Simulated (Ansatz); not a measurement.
# ClFH4W: the cost of one run

All numbers below are computed with Ansatz 0.2.0 (RKS r2SCAN-D4/def2-SVP).

### 1 Starting point

Bond lengths: W1–F2 2.050 Å, W1–H3 1.920 Å, W1–H4 1.720 Å, W1–Cl5 2.390 Å, W1–H6 1.720 Å, W1–H7 1.720 Å. Angles (14 of 15 angles, heavy atoms first): F2–W1–Cl5 117.0°, F2–W1–H3 37.4°, F2–W1–H4 90.0°, F2–W1–H6 90.0°, F2–W1–H7 153.0°, H3–W1–Cl5 154.3°, H4–W1–Cl5 90.0°, Cl5–W1–H6 90.0°, Cl5–W1–H7 90.0°, H3–W1–H4 90.0°, H3–W1–H6 90.0°, H3–W1–H7 115.7°, H4–W1–H6 180.0°, H4–W1–H7 90.0°.

Coordinates:

```xyz
7

W     0.0000    0.0000    0.0000
F     0.9293    0.0000    1.8273
H     1.7303    0.0000    0.8322
H     0.0000    1.7200    0.0000
Cl   -2.3900    0.0000    0.0000
H     0.0000   -1.7200    0.0000
H     0.0000    0.0000   -1.7200
```

### 2 Pulling towards end A

Springs on the bonds that form and break draw the guess towards this end; the thresholds are loose.

File input.yaml:

```yaml
crystal:
  periodic: [false, false, false]
  atoms:
    - { symbol: W, position_ang: [0.0, 0.0, 0.0] }
    - { symbol: F, position_ang: [0.9293, 0.0, 1.8273] }
    - { symbol: H, position_ang: [1.7303, 0.0, 0.8322] }
    - { symbol: H, position_ang: [0.0, 1.72, 0.0] }
    - { symbol: Cl, position_ang: [-2.39, 0.0, 0.0] }
    - { symbol: H, position_ang: [0.0, -1.72, 0.0] }
    - { symbol: H, position_ang: [0.0, 0.0, -1.72] }
basis:
  gaussian: { orbitals: def2-SVP }
hamiltonian:
  xc: r2scan
  dispersion: d4
relax:
  f_tol: 0.15
  max_steps: 25
  restrain:
    - { distance: [1, 2], at: 2.12, k: 30.0 }
    - { distance: [0, 1], at: 1.85, k: 30.0 }
    - { distance: [0, 2], at: 1.72, k: 30.0 }
```

Started as:

```sh
$ ansatz run input.yaml --threads 2 --pin off --max-ram 3072MiB --backend cpu --events-out ev --progress --plain --runs-dir out
```

Q: Estimate wall time and peak memory on 2 threads of Arm Neoverse V2, shared host.

About 62 s, with a peak of 0.19 GiB.
